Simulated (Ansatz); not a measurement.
# MgSi: the cost of one run

Method: DFT LDA, scalar-relativistic, plane waves, PAW, in Ansatz 0.2.0.

### Step 1. The starting structure

It takes space group P4/mmm (No. 123, tetragonal). The conventional cell has a = 2.908 Å, b = 2.908 Å, c = 4.103 Å, α = 90.00°, β = 90.00°, γ = 90.00°. Mg (site symmetry 4/mmm) is surrounded by 8 Si at 2.90 Å and 4 Mg at 2.91 Å. Around Si (site symmetry 4/mmm) lie 8 Mg at 2.90 Å and 4 Si at 2.91 Å.

Coordinates:

```xyz
2
Lattice="2.9084 0.0000 0.0000 0.0000 2.9084 0.0000 0.0000 0.0000 4.1034" Properties=species:S:1:pos:R:3 pbc="T T T"
Mg    0.0000    0.0000    0.0000
Si    1.4542    1.4542    2.0517
```

It goes back to an entry of the Materials Project, which need not be the stable form.

No relaxation comes first: the listed cell is the starting point.

### Step 2. The reference: the undisturbed cell on the scan's mesh

input.yaml reads:

```yaml
crystal:
  lattice:
    - [2.908394, 0.0, 0.0]
    - [0.0, 2.908394, 0.0]
    - [0.0, 0.0, 4.103427]
  atoms:
    - { symbol: Mg, position: [0.0, 0.0, 0.0] }
    - { symbol: Si, position: [0.5, 0.5, 0.5] }
basis:
  ecutwfc: 420
kpoints:
  mp_grid: { grid: [16, 16, 12] }
hamiltonian:
  xc: lda
scf:
  occupations: { method: gaussian, width: 0.15 }
output:
  forces: true
  stress: true
  eigenvalues: true
```

The run is started by

```bash
$ ansatz run input.yaml --threads 1 --pin off --max-ram 1228MiB --backend cpu --events-out ev --progress --plain --runs-dir out
```

What time and memory should one allow on 1 thread of an x86-64 CPU, shared host?

About 3.1 s, with a peak of 0.44 GiB.
